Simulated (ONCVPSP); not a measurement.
**Pseudopotential generation for Ge: ONCV, PBEsol**

Do these settings give a usable potential? It is generated, then checked for transferability, scattering, ghosts and hardness.

The numbers are computed with ONCVPSP 4.0.1.1 (patched build) (PBEsol, scalar-relativistic, spin-unpolarised reference atom).

## Step 1: Starting point

Typed settings, in words:

- element: germanium (Ge, Z = 32)
- type: optimised norm-conserving Vanderbilt (ONCV)
- frozen core: [Ar] 3d10
- valence charge: 4
- reference configuration: 4s2 4p2
- partial waves: 4s: rc 1.55 bohr, ncon 4, nbas 8, qcut 4.7 1/bohr, local; 4p: rc 1.95 bohr, ncon 4, nbas 7, qcut 4.3 1/bohr, 2 projectors, debl 3.8 Ha; d scattering state at 0.15 Ha: rc 2.00 bohr, ncon 5, nbas 8, qcut 4.4 1/bohr, 2 projectors, debl 2 Ha
- local potential: the s channel
- core correction: Teter function, fcfact 5.75, rcfact 1.2

An earlier all-electron run gives the scale for the radii.

All-electron outer shells of the reference configuration (PBEsol, scalar-relativistic, ld1.x):

| shell | level (eV) | outermost node (bohr) | outermost maximum (bohr) |
| --- | --- | --- | --- |
| 3p | -115.43 | 0.23 | 0.54 |
| 3d | -29.31 | – | 0.50 |
| 4s | -11.74 | 0.77 | 1.75 |
| 4p | -3.90 | 0.82 | 2.22 |

## Step 2: The generation run

The input, Ge.dat:

```
# ATOM AND REFERENCE CONFIGURATION
# atsym  z   nc   nv     iexc    psfile
  Ge 32.00    6    2  -116133      upf
#
#   n    l    f
    1    0    2.00
    2    0    2.00
    2    1    6.00
    3    0    2.00
    3    1    6.00
    3    2   10.00
    4    0    2.00
    4    1    2.00
#
# PSEUDOPOTENTIAL AND OPTIMIZATION
# lmax
    2
#
#   l,   rc,      ep,       ncon, nbas, qcut
    0    1.55    0.00    4    8    4.70
    1    1.95    0.00    4    7    4.30
    2    2.00    0.15    5    8    4.40
#
# LOCAL POTENTIAL
# lloc, lpopt,  rc(5),   dvloc0
    0    5    1.55    0.00
#
# VANDERBILT-KLEINMAN-BYLANDER PROJECTORs
# l, nproj, debl
    0    0    3.50
    1    2    3.80
    2    2    2.00
#
# MODEL CORE CHARGE
# icmod, fcfact, rcfact
    3    5.75    1.20
#
# LOG DERIVATIVE ANALYSIS
# epsh1, epsh2, depsh
   -2.00    5.00    0.02
#
# OUTPUT GRID
# rlmax, drl
    6.00    0.01
#
# TEST CONFIGURATIONS
# ncnf
    4
# nvcnf
#   n    l    f
    2
    4    0    2.00
    4    1    1.00
#
    2
    4    0    2.00
    4    1    0.00
#
    2
    4    0    1.00
    4    1    0.00
#
    2
    4    0    2.00
    4    1    1.50
#
```

Started as:

```sh
$ oncvpsp.x < Ge.dat > Ge.out
```

Before running it: what results should come out? Wanted: cutoffs for 1 and 0.1 mHa per electron, occupied waves; bound ghosts; GHOST(+) flags; largest test error; largest phase difference near zero energy, channels read; rms error of d²Exc/dn², without and with the model core.

**Answer**, as computed:

| quantity | value |
| --- | --- |
| cutoffs for 1 and 0.1 mHa per electron, occupied waves | 8.8 Ha and 12 Ha |
| bound ghosts | none found |
| GHOST(+) flags | p at 120 eV, d at 39 eV, d at 953 eV (1 near or above the test basis's cutoff) |
| largest test error (AE − PS) | -145 meV, for 4s1 4p0 |
| largest phase difference near zero energy, channels read | 0.029 rad |
| rms error of d²Exc/dn², without and with the model core | 5.78 and 1.34 mHa |

In words: By total energies transferability is fair for so large an energy: the largest error is 145 meV on 57.7 eV, for 4s1 4p0. That test lies far up in energy; among those under 40 eV, nearer to bonding, the largest error is 18 meV. It counts as soft on the atom, with 8.8 Ha needed at the looser tolerance. At the looser tolerance the 4s wave is the slowest; 4p needs 7 Ha. That counts occupied waves only; other projectors can need more. No bound ghost shows below the valence levels. Near zero energy the phases of the channels with partial waves agree within 0.029 rad. The pseudo curves have a pole with no partner nearby in the atom's: d at 1.31 Ha. At positive energy that is a spurious or a displaced resonance. The program also flags highly localised states, GHOST(+) (p, d). These are tests on the free atom; a crystal test is still owed.
